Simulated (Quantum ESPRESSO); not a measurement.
HfV2N3 under changes of volume

One of the cells (9.957 Å³/atom); the others are scaled copies at fixed shape and fractional positions:

```xyz
6
Lattice="-1.5148 2.1337 4.6207 1.5148 -2.1337 4.6207 1.5148 2.1337 -4.6207" Properties=species:S:1:pos:R:3 pbc="T T T"
Hf    0.0000    0.0000    0.0000
V     0.0000    0.0000    2.9433
V     0.0000    0.0000    6.2981
N     1.5148    0.0000    1.5675
N     0.0000    2.1337    0.0000
N     0.0000    2.1337    3.0532
```

The cell comes from a database or a generator and needn't be the stable form of this composition.

* Program: Quantum ESPRESSO 7.5
* Functional: LDA
* Potentials or basis: GBRV 1.5 LDA
* Cutoff: 612 eV
* Density cutoff: 4898 eV
* k mesh: 6 × 6 × 6
* Occupations: fermi-dirac, width 0.05 eV
* Spin: collinear spin, ferromagnetic start
* Starting moments: [0.0, 2.0, 2.0, 0.0, 0.0, 0.0] μB

```tsv
volume (Å³/atom)	energy over the lowest point (meV/atom)	pressure (GPa)
9.359	0.00	1.9
9.558	1.70	-4.9
9.757	11.41	-11.0
9.957	28.28	-16.4
10.156	?	?
10.355	80.56	-25.6
10.554	114.68	-29.5
```

Q: What does the run at 10.156 Å³/atom give?

A: Energy over the lowest point 51.56 meV/atom; pressure -21.3 GPa.

Worked out: A Birch-Murnaghan fit of order 3 (a polynomial in V^(-2/3)) to the other rows has its minimum at 9.42 Å³/atom with B0 = V·E''(V) = 328 GPa and B' = 4.2 at fixed shape and positions, which overstates the stiffness. It gives 51.56 meV/atom at 10.156 Å³/atom, against the run's 51.56, and -dE/dV = -21.1 GPa, against -21.3.

Energies are extrapolated to zero smearing.

Caveats: all runs use coarse meshes.
